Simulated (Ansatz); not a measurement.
# HfCl2O + H2O: a complex and its separated parts, part 2 of 2

Ansatz 0.2.0, Gaussian basis. The steps go on from the part before.

### Step 13. CAM-B3LYP-D4/def2-TZVPP

The inputs:

parta/in.yaml

```yaml
crystal:
  periodic: [false, false, false]
  atoms:
    - {symbol: Hf, position_ang: [-0.494171, 0.120854, 0.694962]}
    - {symbol: O, position_ang: [-1.804030, 0.776270, -0.247672]}
    - {symbol: Cl, position_ang: [0.704417, 1.809699, 1.833595]}
    - {symbol: Cl, position_ang: [-1.126492, -1.852384, 1.831555]}
basis:
  gaussian: {orbitals: def2-TZVPP}
hamiltonian: {xc: {name: CAM-B3LYP}, dispersion: d4}
```

partb/in.yaml

```yaml
crystal:
  periodic: [false, false, false]
  atoms:
    - {symbol: O, position_ang: [0.709325, -0.359788, -1.043865]}
    - {symbol: H, position_ang: [0.358091, -0.040426, -1.877798]}
    - {symbol: H, position_ang: [1.652859, -0.454226, -1.190678]}
basis:
  gaussian: {orbitals: def2-TZVPP}
hamiltonian: {xc: {name: CAM-B3LYP}, dispersion: d4}
```

Each run has its own folder and the same command.

Started as:

```bash
> ansatz run in.yaml --threads 8 --pin off --events-out ev --progress --plain --max-ram 19148MiB
```

Output in parta (excerpt; [...] marks lines left out):

```text
Functional definition: CAM-B3LYP
  name "CAM-B3LYP"
  cite "Yanai, Tew & Handy, Chem. Phys. Lett. 393, 51 (2004) doi:10.1016/j.cplett.2004.06.011"
  cite "Iikura, Tsuneda, Yanai & Hirao, J. Chem. Phys. 115, 3540 (2001) doi:10.1063/1.1383587"
  cite "Becke, Phys. Rev. A 38, 3098 (1988) doi:10.1103/PhysRevA.38.3098"
  cite "Lee, Yang & Parr, Phys. Rev. B 37, 785 (1988) doi:10.1103/PhysRevB.37.785"
[...]
1135 factors; their error is unknown
220 factors; integrals over basis functions are off by at most 1.4e-5 eV
[...]
mean field -28404.74561598 eV, -1043.8551479591 hartree, gradient 4.7e-5 eV, S^2 0.000000; 0 other end points of the search recorded, 0 dependent functions left out
reference -28404.74573785 eV, -1043.8551524379 hartree; 27, 27 occupied and 144, 144 virtual orbitals, 1135 factors
Total energy: -28404.86287394 eV, -1043.8594571097 hartree
```

partb printed (excerpt; [...] marks lines left out):

```text
[... 6 set-up lines as earlier in the session ...]
[...]
  # Exact exchange under (alpha + beta erf(omega r))/r, Becke's under what is left of 1/r.
[...]
269 factors; their error is unknown
72 factors; integrals over basis functions are off by at most 2.4e-5 eV
[...]
mean field -2079.99968543 eV, -76.4385785653 hartree, gradient 1.1e-5 eV, S^2 0.000000; 0 other end points of the search recorded, 0 dependent functions left out
reference -2079.99975286 eV, -76.4385810433 hartree; 5, 5 occupied and 54, 54 virtual orbitals, 269 factors
Total energy: -2080.00381879 eV, -76.4387304633 hartree
```

Times: 0.5 s (parta), 0.1 s (partb) on 8 threads of AMD EPYC 9R45, shared host.

### Step 14. wB97X-V/def2-TZVPP

The same edit goes into each in.yaml of step 13 (parta, partb):

```diff
-hamiltonian: {xc: {name: CAM-B3LYP}, dispersion: d4}
+hamiltonian: {xc: {name: wB97X-V}}
```

One command serves all of them, each in its own folder.

Started as:

```bash
> ansatz run in.yaml --threads 8 --pin off --events-out ev --progress --plain --max-ram 19148MiB
```

Log of parta (excerpt; [...] marks lines left out):

```text
Functional definition: wB97X-V
  name "wB97X-V"
  cite "Mardirossian & Head-Gordon, Phys. Chem. Chem. Phys. 16, 9904 (2014) doi:10.1039/C3CP54374A"
[... 2 set-up lines as earlier in the session ...]
[...]
      + integral(e_c_pw_opposite_spin*poly(b97_u_opposite, cos0, cos1)) + vv10(b, c)
1129 factors; their error is unknown
200 factors; integrals over basis functions are off by at most 3.1e-5 eV
[...]
mean field -28400.66456541 eV, -1043.7051721168 hartree, gradient 8.2e-5 eV, S^2 0.000000; 0 other end points of the search recorded, 0 dependent functions left out
reference -28400.66456353 eV, -1043.7051720477 hartree; 27, 27 occupied and 144, 144 virtual orbitals, 1129 factors
Total energy: -28400.66456353 eV, -1043.7051720477 hartree
```

partb printed (excerpt; [...] marks lines left out):

```text
[... 5 set-up lines as earlier in the session ...]
[...]
      + integral(e_c_pw_opposite_spin*poly(b97_u_opposite, cos0, cos1)) + vv10(b, c)
269 factors; their error is unknown
69 factors; integrals over basis functions are off by at most 2.2e-5 eV
[...]
mean field -2079.88767252 eV, -76.4344621667 hartree, gradient 2.2e-5 eV, S^2 0.000000; 0 other end points of the search recorded, 0 dependent functions left out
reference -2079.88767163 eV, -76.4344621338 hartree; 5, 5 occupied and 54, 54 virtual orbitals, 269 factors
Total energy: -2079.88767163 eV, -76.4344621338 hartree
```

They took 1.1 s (parta), 0.15 s (partb) on 8 threads of AMD EPYC 9R45, shared host.

### Step 15. wB97M-V/def2-TZVPP

The same edit goes into each in.yaml of step 14 (parta, partb):

```diff
-hamiltonian: {xc: {name: wB97X-V}}
+hamiltonian: {xc: {name: wB97M-V}}
```

The same command starts each run, in its folder.

Started as:

```bash
> ansatz run in.yaml --threads 8 --pin off --events-out ev --progress --plain --max-ram 19148MiB
```

parta printed (excerpt; [...] marks lines left out):

```text
Functional definition: wB97M-V
  name "wB97M-V"
  cite "Mardirossian & Head-Gordon, J. Chem. Phys. 144, 214110 (2016) doi:10.1063/1.4952647"
[... 2 set-up lines as earlier in the session ...]
  # Of w^i u^j: cxij and so on, Table III.
[...]
  gx(w, u) = 1 - cx + cx01*u + cx10*w
[...]
      + integral(e_c_pw_mod_opposite_spin*gos(b97_w_opposite, b97_u_opposite)) + vv10(b, c)
1129 factors; their error is unknown
200 factors; integrals over basis functions are off by at most 3.1e-5 eV
[...]
mean field -28402.01951290 eV, -1043.7549655188 hartree, gradient 4.1e-5 eV, S^2 0.000000; 0 other end points of the search recorded, 0 dependent functions left out
reference -28402.01955873 eV, -1043.7549672032 hartree; 27, 27 occupied and 144, 144 virtual orbitals, 1129 factors
Total energy: -28402.01955873 eV, -1043.7549672032 hartree
```

Log of partb (excerpt; [...] marks lines left out):

```text
[... 5 set-up lines as earlier in the session ...]
  # Of w^i u^j: cxij and so on, Table III.
[...]
  gx(w, u) = 1 - cx + cx01*u + cx10*w
[...]
      + integral(e_c_pw_mod_opposite_spin*gos(b97_w_opposite, b97_u_opposite)) + vv10(b, c)
269 factors; their error is unknown
69 factors; integrals over basis functions are off by at most 2.2e-5 eV
[...]
mean field -2079.85938377 eV, -76.4334225743 hartree, gradient 2.9e-5 eV, S^2 0.000000; 0 other end points of the search recorded, 0 dependent functions left out
reference -2079.85940578 eV, -76.4334233831 hartree; 5, 5 occupied and 54, 54 virtual orbitals, 269 factors
Total energy: -2079.85940578 eV, -76.4334233831 hartree
```

They took 1.1 s (parta), 0.15 s (partb) on 8 threads of AMD EPYC 9R45, shared host.

### Step 16. B2PLYP/def2-TZVPP

Each input of step 15 (parta, partb) changes in the same lines:

```diff
-hamiltonian: {xc: {name: wB97M-V}}
+hamiltonian: {xc: {name: B2PLYP}}
```

One command serves all of them, each in its own folder.

Started as:

```bash
> ansatz run in.yaml --threads 8 --pin off --events-out ev --progress --plain --max-ram 19148MiB
```

Log of parta (excerpt; [...] marks lines left out):

```text
Functional definition: B2PLYP
  name "B2PLYP"
  cite "Grimme, J. Chem. Phys. 124, 034108 (2006) doi:10.1063/1.2148954"
[... 2 set-up lines as earlier in the session ...]
[...]
1078 factors; integrals over basis functions are off by at most 4.7e-4 eV
[...]
mean field -28386.48874375 eV, -1043.1842202796 hartree, gradient 3.5e-6 eV, S^2 0.000000; 0 other end points of the search recorded, 0 dependent functions left out
11 core orbitals not correlated: weight in the atoms' cores, before any rotation towards them, 1.000 or more for the frozen orbitals, at most 0.000 for the correlated occupied ones
reference -28386.48890184 eV, -1043.1842260895 hartree; 16, 16 occupied and 144, 144 virtual orbitals, 1078 factors
second order -31.40286788 eV of doubles, -0.00000000 eV of singles
Total energy: -28394.96767617 eV, -1043.4958152989 hartree
```

partb printed (excerpt; [...] marks lines left out):

```text
[... 5 set-up lines as earlier in the session ...]
[...]
361 factors; integrals over basis functions are off by at most 8.7e-4 eV
[...]
mean field -2077.03829342 eV, -76.3297494161 hartree, gradient 1.3e-6 eV, S^2 0.000000; 0 other end points of the search recorded, 0 dependent functions left out
1 core orbitals not correlated: weight in the atoms' cores, before any rotation towards them, 1.000 or more for the frozen orbitals, at most 0.000 for the correlated occupied ones
reference -2077.03837845 eV, -76.3297525407 hartree; 4, 4 occupied and 54, 54 virtual orbitals, 361 factors
second order -8.41868087 eV of doubles, -0.00000000 eV of singles
Total energy: -2079.31142228 eV, -76.4132853609 hartree
```

Wall times: 0.75 s (parta), 0.1 s (partb) on 8 threads of AMD EPYC 9R45, shared host.

### Step 17. PBE-QIDH/def2-TZVPP

Each input of step 16 (parta, partb) changes in the same lines:

```diff
-hamiltonian: {xc: {name: B2PLYP}}
+hamiltonian: {xc: {name: PBE-QIDH}}
```

One command serves all of them, each in its own folder.

Started as:

```bash
> ansatz run in.yaml --threads 8 --pin off --events-out ev --progress --plain --max-ram 19148MiB
```

parta printed (excerpt; [...] marks lines left out):

```text
Functional definition: PBE-QIDH
  name "PBE-QIDH"
  cite "Brémond, Sancho-García, Pérez-Jiménez & Adamo, J. Chem. Phys. 141, 031101 (2014) doi:10.1063/1.4890314"
[... 1 set-up line as earlier in the session ...]
[...]
1078 factors; integrals over basis functions are off by at most 4.7e-4 eV
[...]
mean field -28378.50837591 eV, -1042.8909471709 hartree, gradient 3.0e-6 eV, S^2 0.000000; 0 other end points of the search recorded, 0 dependent functions left out
11 core orbitals not correlated: weight in the atoms' cores, before any rotation towards them, 1.000 or more for the frozen orbitals, at most 0.000 for the correlated occupied ones
reference -28378.50838813 eV, -1042.8909476198 hartree; 16, 16 occupied and 144, 144 virtual orbitals, 1078 factors
second order -28.95473974 eV of doubles, -0.00000000 eV of singles
Total energy: -28388.15996804 eV, -1043.2456366395 hartree
```

partb printed (excerpt; [...] marks lines left out):

```text
[... 4 set-up lines as earlier in the session ...]
[...]
361 factors; integrals over basis functions are off by at most 8.7e-4 eV
[...]
mean field -2075.58437789 eV, -76.2763190060 hartree, gradient 2.3e-6 eV, S^2 0.000000; 0 other end points of the search recorded, 0 dependent functions left out
1 core orbitals not correlated: weight in the atoms' cores, before any rotation towards them, 1.000 or more for the frozen orbitals, at most 0.000 for the correlated occupied ones
reference -2075.58438339 eV, -76.2763192078 hartree; 4, 4 occupied and 54, 54 virtual orbitals, 361 factors
second order -7.85895575 eV of doubles, -0.00000000 eV of singles
Total energy: -2078.20403530 eV, -76.3725896401 hartree
```

They took 0.75 s (parta), 0.1 s (partb) on 8 threads of AMD EPYC 9R45, shared host.

### Step 18. RPA on PBE/def2-TZVPP

Each input of step 17 (parta, partb) changes in the same lines:

```diff
-hamiltonian: {xc: {name: PBE-QIDH}}
+hamiltonian: {xc: pbe}
+correlation: {method: rpa}
```

The same command starts each run, in its folder.

Started as:

```bash
> ansatz run in.yaml --threads 8 --pin off --events-out ev --progress --plain --max-ram 19148MiB
```

Log of parta (excerpt; [...] marks lines left out):

```text
[... 4 set-up lines as earlier in the session ...]
[...]
1078 factors; integrals over basis functions are off by at most 4.7e-4 eV
[...]
mean field -28394.28308143 eV, -1043.4706569063 hartree, gradient 9.0e-6 eV, S^2 0.000000; 0 other end points of the search recorded, 0 dependent functions left out
11 core orbitals not correlated: weight in the atoms' cores, before any rotation towards them, 1.000 or more for the frozen orbitals, at most 0.000 for the correlated occupied ones
reference -28341.37308040 eV, -1041.5262502319 hartree; 16, 16 occupied and 144, 144 virtual orbitals, 1078 factors
Total energy: -28379.80615642 eV, -1042.9386397251 hartree
```

Log of partb (excerpt; [...] marks lines left out):

```text
[... 4 set-up lines as earlier in the session ...]
[...]
361 factors; integrals over basis functions are off by at most 8.7e-4 eV
[...]
mean field -2078.40754146 eV, -76.3800683534 hartree, gradient 7.3e-6 eV, S^2 0.000000; 0 other end points of the search recorded, 0 dependent functions left out
1 core orbitals not correlated: weight in the atoms' cores, before any rotation towards them, 1.000 or more for the frozen orbitals, at most 0.000 for the correlated occupied ones
reference -2069.53700003 eV, -76.0540819684 hartree; 4, 4 occupied and 54, 54 virtual orbitals, 361 factors
Total energy: -2080.48259972 eV, -76.4563253380 hartree
```

Wall times: 0.7 s (parta), 0.1 s (partb) on 8 threads of AMD EPYC 9R45, shared host.

### Step 19. CCSD(T)/def2-TZVPP

Each input of step 18 (parta, partb) changes in the same lines:

```diff
-hamiltonian: {xc: pbe}
-correlation: {method: rpa}
+correlation: {method: ccsd_t}
```

Each run has its own folder and the same command.

Started as:

```bash
> ansatz run in.yaml --threads 8 --pin off --events-out ev --progress --plain --max-ram 19148MiB
```

Output in parta (excerpt; [...] marks lines left out):

```text
Functional definition: HF
  name "HF"
  cite "Fock, Z. Phys. 61, 126 (1930) doi:10.1007/BF01340294"
[... 1 set-up line as earlier in the session ...]
[...]
1078 factors; integrals over basis functions are off by at most 4.7e-4 eV
[...]
mean field -28343.09926635 eV, -1041.5896863957 hartree, gradient 2.4e-6 eV, S^2 0.000000; 0 other end points of the search recorded, 0 dependent functions left out
11 core orbitals not correlated: weight in the atoms' cores, before any rotation towards them, 1.000 or more for the frozen orbitals, at most 0.000 for the correlated occupied ones
reference -28343.09926635 eV, -1041.5896863957 hartree; 16, 16 occupied and 144, 144 virtual orbitals, 1078 factors
second order -25.46485801 eV of doubles, -0.00000000 eV of singles
cycle   1  -24.63869224 eV  change    8.3e-1 eV  update   1.9e-1
[...]
cycle  12  -25.64124980 eV  change    3.8e-5 eV  update   3.7e-5
perturbative correction -1.26193387 eV, -0.0463752143 hartree
Total energy: -28370.00245002 eV, -1042.5783601598 hartree
```

partb printed (excerpt; [...] marks lines left out):

```text
[... 4 set-up lines as earlier in the session ...]
[...]
361 factors; integrals over basis functions are off by at most 8.7e-4 eV
[...]
mean field -2069.76244144 eV, -76.0623667876 hartree, gradient 3.6e-6 eV, S^2 0.000000; 0 other end points of the search recorded, 0 dependent functions left out
1 core orbitals not correlated: weight in the atoms' cores, before any rotation towards them, 1.000 or more for the frozen orbitals, at most 0.000 for the correlated occupied ones
reference -2069.76244144 eV, -76.0623667876 hartree; 4, 4 occupied and 54, 54 virtual orbitals, 361 factors
second order -7.10553984 eV of doubles, -0.00000000 eV of singles
cycle   1  -7.11160905 eV  change   -6.1e-3 eV  update   4.1e-2
[...]
cycle   8  -7.26605993 eV  change    3.4e-6 eV  update   7.2e-6
perturbative correction -0.20740013 eV, -0.0076218143 hartree
Total energy: -2077.23590150 eV, -76.3370113791 hartree
```

Times: 5.5 s (parta), 0.15 s (partb) on 8 threads of AMD EPYC 9R45, shared host; peak memory 1.6 GiB.

### Step 20. Vibrations of HfCl2O

Input file vib-parta/in.yaml:

```yaml
crystal:
  periodic: [false, false, false]
  atoms:
    - {symbol: Hf, position_ang: [-0.494171, 0.120854, 0.694962]}
    - {symbol: O, position_ang: [-1.804030, 0.776270, -0.247672]}
    - {symbol: Cl, position_ang: [0.704417, 1.809699, 1.833595]}
    - {symbol: Cl, position_ang: [-1.126492, -1.852384, 1.831555]}
basis:
  gaussian: {orbitals: def2-TZVP}
hamiltonian: {xc: pbe0, dispersion: d4}
phonons: {temperatures: {t_min: 298.15, t_max: 900, t_step: 200}}
```

Started as:

```bash
> ansatz run in.yaml --threads 8 --pin off --events-out ev --progress --plain --max-ram 19148MiB
```

The program printed (excerpt; [...] marks lines left out):

```text
[... 5 set-up lines as earlier in the session ...]
[...]
1080 factors; their error is unknown
[...]
mean field -28394.98288750 eV, -1043.4963743048 hartree, gradient 6.2e-5 eV, S^2 0.000000; 0 other end points of the search recorded, 0 dependent functions left out
[...]
Atom 1 at    -1.804030     0.776270    -0.247672 Å, force     0.000537    -0.000276     0.000311 eV/Å
Atom 2 at     0.704417     1.809699     1.833595 Å, force     0.000120     0.000082     0.000066 eV/Å
Atom 3 at    -1.126492    -1.852384     1.831555 Å, force     0.000035    -0.000038     0.000003 eV/Å
Dipole moment:     0.716301    -0.357939    -0.317829 e Å
Vibrations: 59.26 113.30 196.11 363.35 382.19 957.01 cm⁻¹, zero-point energy 0.128399 eV
```

It took 8.5 s on 8 threads of AMD EPYC 9R45, shared host.

The modes, with what each moves most:

| mode | wavenumber (cm⁻¹) | character |
| --- | --- | --- |
| 1 | 59 | bend |
| 2 | 113 | bend |
| 3 | 196 | bend |
| 4 | 363 | Hf–Cl stretch |
| 5 | 382 | Hf–Cl stretch |
| 6 | 957 | Hf–O stretch |

Vibrational sums (real modes only):

| T (K) | entropy (J/mol/K) | heat capacity (J/mol/K) |
| --- | --- | --- |
| 298 | 50.7 | 38.7 |
| 498 | 72.1 | 44.3 |
| 698 | 87.5 | 46.7 |
| 898 | 99.4 | 47.9 |

### Step 21. Vibrations of H2O

Input file vib-partb/in.yaml:

```yaml
crystal:
  periodic: [false, false, false]
  atoms:
    - {symbol: O, position_ang: [0.709325, -0.359788, -1.043865]}
    - {symbol: H, position_ang: [0.358091, -0.040426, -1.877798]}
    - {symbol: H, position_ang: [1.652859, -0.454226, -1.190678]}
basis:
  gaussian: {orbitals: def2-TZVP}
hamiltonian: {xc: pbe0, dispersion: d4}
phonons: {temperatures: {t_min: 298.15, t_max: 900, t_step: 200}}
```

Started as:

```bash
> ansatz run in.yaml --threads 8 --pin off --events-out ev --progress --plain --max-ram 19148MiB
```

The program printed (excerpt; [...] marks lines left out):

```text
[... 5 set-up lines as earlier in the session ...]
[...]
239 factors; their error is unknown
[...]
mean field -2078.33307681 eV, -76.3773318281 hartree, gradient 1.2e-5 eV, S^2 0.000000; 0 other end points of the search recorded, 0 dependent functions left out
[...]
Total energy: -2078.33734661 eV, -76.3774887401 hartree
Atom 0 at     0.709325    -0.359788    -1.043865 Å, force    -0.001727     0.000306    -0.000148 eV/Å
Atom 1 at     0.358091    -0.040426    -1.877798 Å, force    -0.000064    -0.000077     0.000270 eV/Å
Atom 2 at     1.652859    -0.454226    -1.190678 Å, force     0.001790    -0.000229    -0.000122 eV/Å
Dipole moment:     0.218404     0.082935    -0.361628 e Å
Vibrations: 1622.87 3851.83 3959.55 cm⁻¹, zero-point energy 0.584850 eV
```

Run time: 0.4 s. Hardware: 8 threads of AMD EPYC 9R45, shared host.

The modes, with what each moves most:

| mode | wavenumber (cm⁻¹) | character |
| --- | --- | --- |
| 1 | 1623 | bend |
| 2 | 3852 | O–H stretch |
| 3 | 3960 | O–H stretch |

Vibrational sums (real modes only):

```
T (K)  entropy (J/mol/K)  heat capacity (J/mol/K)
  298                0.0                      0.2
  498                0.4                      1.7
  698                1.4                      3.9
  898                2.6                      6.1
```

### Step 22. Complex less separated parts

The complex's own energies come from single points at the same levels.

Rows are in def2-TZVPP; times add the 3 runs of a level on a shared host, so small differences are noise.

Differences are taken before rounding.

```
      method                    rung  complex less parts (kJ/mol)  from CCSD(T) (kJ/mol)    time
       SPW92                     LDA                       -181.6                  -15.3   0.7 s
      PBE-D4                     GGA                       -150.6                  +15.6  0.95 s
     BLYP-D4                     GGA                       -146.2                  +20.1     1 s
   r2SCAN-D4                meta-GGA                       -163.1                   +3.2   1.8 s
      B97M-V                meta-GGA                       -163.0                   +3.3   2.8 s
     PBE0-D4                  hybrid                       -157.2                   +9.0   1.2 s
    B3LYP-D4                  hybrid                       -154.6                  +11.6   1.2 s
  r2SCAN0-D4                  hybrid                       -166.2                    0.0   1.9 s
    BHLYP-D4                  hybrid                       -164.3                   +1.9   1.2 s
CAM-B3LYP-D4  range-separated hybrid                       -165.6                   +0.6   1.4 s
     wB97X-V  range-separated hybrid                       -163.8                   +2.5   2.9 s
     wB97M-V  range-separated hybrid                       -164.2                   +2.0   3.1 s
      B2PLYP           double hybrid                       -156.8                   +9.4   2.1 s
    PBE-QIDH           double hybrid                       -163.0                   +3.2   2.1 s
  RPA on PBE                     RPA                       -160.9                   +5.3     2 s
Hartree-Fock            wavefunction                       -157.3                   +8.9        
         MP2            wavefunction                       -164.8                   +1.4        
        CCSD            wavefunction                       -165.9                   +0.3        
     CCSD(T)            wavefunction                       -166.2                      0    34 s
```

Among the levels timed on like hardware and quicker than the yardstick, those that no quicker one beats, quickest first: SPW92 (0.7 s, -15.3 kJ/mol); B3LYP-D4 (1.2 s, +11.6 kJ/mol); BHLYP-D4 (1.2 s, +1.9 kJ/mol); CAM-B3LYP-D4 (1.4 s, +0.6 kJ/mol); r2SCAN0-D4 (1.9 s, 0.0 kJ/mol).

For cost: r2SCAN0-D4 gets within 0.0 kJ/mol in 1.9 s, where CCSD(T) took 34 s; the quickest level in the cost chart, SPW92, takes 0.7 s and misses by 15.3 kJ/mol.

The complex's zero-point energy, from a separate PBE0-D4 run, is 0.806 eV.

### Step 23. What came out

What follows sums up all 2 parts.

| quantity | value |
| --- | --- |
| complex less parts, CCSD(T)/def2-TZVPP | -166.2 kJ/mol |
| with zero-point energy | -157.3 kJ/mol |
| largest T1 diagnostic | 0.019 |

In words: At CCSD(T) the complex lies 166.2 kJ/mol below its parts. The functionals run from r2SCAN0-D4, off by 0.0 kJ/mol, to BLYP-D4, off by +20.1 kJ/mol, against CCSD(T). Mean unsigned error by rung: LDA 15.3, GGA 17.9, meta-GGA 3.2, hybrid 5.6, range-separated hybrid 1.7, double hybrid 6.3 kJ/mol. The double hybrids carry no dispersion term here, unlike the levels marked D4 or V. PBE-D4 gives a relative energy 15.6 kJ/mol too high, outside chemical accuracy (1 kcal/mol, 4.2 kJ/mol). No counterpoise was applied, and triple zeta lacks some correlation, so the CCSD(T) reference has a basis error of its own, and close matches with it are partly luck.
